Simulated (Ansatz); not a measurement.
# CH5ClO2Sn: the cost of one run

Computed with the Python package of Ansatz 0.2.0. Level of theory: r2SCAN/def2-SVPD.

## (1) The structure

Bond lengths: C1–Sn2 2.119 Å, Sn2–O3 1.954 Å, Sn2–O4 2.027 Å, Sn2–Cl5 2.345 Å, C1–H6 1.172 Å, C1–H7 1.116 Å, C1–H8 1.054 Å, O3–H9 1.012 Å, O4–H10 0.936 Å. Angles: C1–Sn2–O3 107.6°, C1–Sn2–O4 110.9°, C1–Sn2–Cl5 111.1°, O3–Sn2–O4 108.5°, O3–Sn2–Cl5 109.8°, O4–Sn2–Cl5 108.9°, Sn2–C1–H6 107.6°, Sn2–C1–H7 108.7°, Sn2–C1–H8 110.9°, H6–C1–H7 105.4°, H6–C1–H8 110.2°, H7–C1–H8 113.6°, Sn2–O3–H9 107.7°, Sn2–O4–H10 103.1°.

No structure file is read: the coordinates are typed or built in the script.

## (2) The code

The input, bde.py:

```python
"""X-H bond energies of CH5ClO2Sn without relaxation."""

import ansatz as az

BASIS_SET = "def2-SVPD"
XC = "r2scan"


def energy(molecule, charge=0, unpaired=0):
    calc = molecule.calculation().basis(gaussian=BASIS_SET).functional(XC)
    if charge:
        calc = calc.charge(charge)
    if unpaired:
        calc = calc.spin("collinear", total=unpaired)
    return calc.run().report["free_energy_ev"]

def without(molecule, index):
    rest = az.Crystal.molecule()
    for i, site in enumerate(molecule.cartesian_sites):
        if i != index:
            rest = rest.atom(site.symbol, site.position_ang)
    return rest

mol = (
    az.Crystal.molecule()
    .atom("C", (-1.343, -0.7441, -0.3091))
    .atom("Sn", (0.4234, 0.3746, 0.0323))
    .atom("O", (1.4063, -0.4999, 1.4777))
    .atom("O", (1.595, 0.3988, -1.6218))
    .atom("Cl", (-0.0808, 2.5834, 0.636))
    .atom("H", (-1.9598, -0.1898, -1.1373))
    .atom("H", (-1.9753, -0.7034, 0.6091))
    .atom("H", (-1.1135, -1.7247, -0.621))
    .atom("H", (0.8179, -0.4865, 2.3015))
    .atom("H", (2.313, 0.9405, -1.3644))
)

whole = energy(mol, 0)
hydrogen = energy(az.Crystal.molecule().atom("H", (0, 0, 0)), 0, 1)
print(f"E(molecule) = {whole:.5f} eV, E(H) = {hydrogen:.5f} eV")
for index in [7, 9]:
    radical = energy(without(mol, index), 0, 1)
    print(f"H{index}: homolysis {23.060548 * (radical + hydrogen - whole):.1f} kcal/mol")
```

## (3) The calls as engine input

The engine receives this input (first run):

```yaml
crystal:
  periodic: [false, false, false]
  atoms:
    - { symbol: C, position_ang: [-1.343, -0.7441, -0.3091] }
    - { symbol: Sn, position_ang: [0.4234, 0.3746, 0.0323] }
    - { symbol: O, position_ang: [1.4063, -0.4999, 1.4777] }
    - { symbol: O, position_ang: [1.595, 0.3988, -1.6218] }
    - { symbol: Cl, position_ang: [-0.0808, 2.5834, 0.636] }
    - { symbol: H, position_ang: [-1.9598, -0.1898, -1.1373] }
    - { symbol: H, position_ang: [-1.9753, -0.7034, 0.6091] }
    - { symbol: H, position_ang: [-1.1135, -1.7247, -0.621] }
    - { symbol: H, position_ang: [0.8179, -0.4865, 2.3015] }
    - { symbol: H, position_ang: [2.313, 0.9405, -1.3644] }
basis:
  gaussian:
    orbitals: def2-SVPD
hamiltonian:
  xc: r2scan
```

## (4) The run

On the command line:

```
$ python bde.py
```

Q: Estimate wall time and peak memory on 1 thread of Arm Neoverse V1, shared host.

About 2.8 min, with a peak of 0.53 GiB.
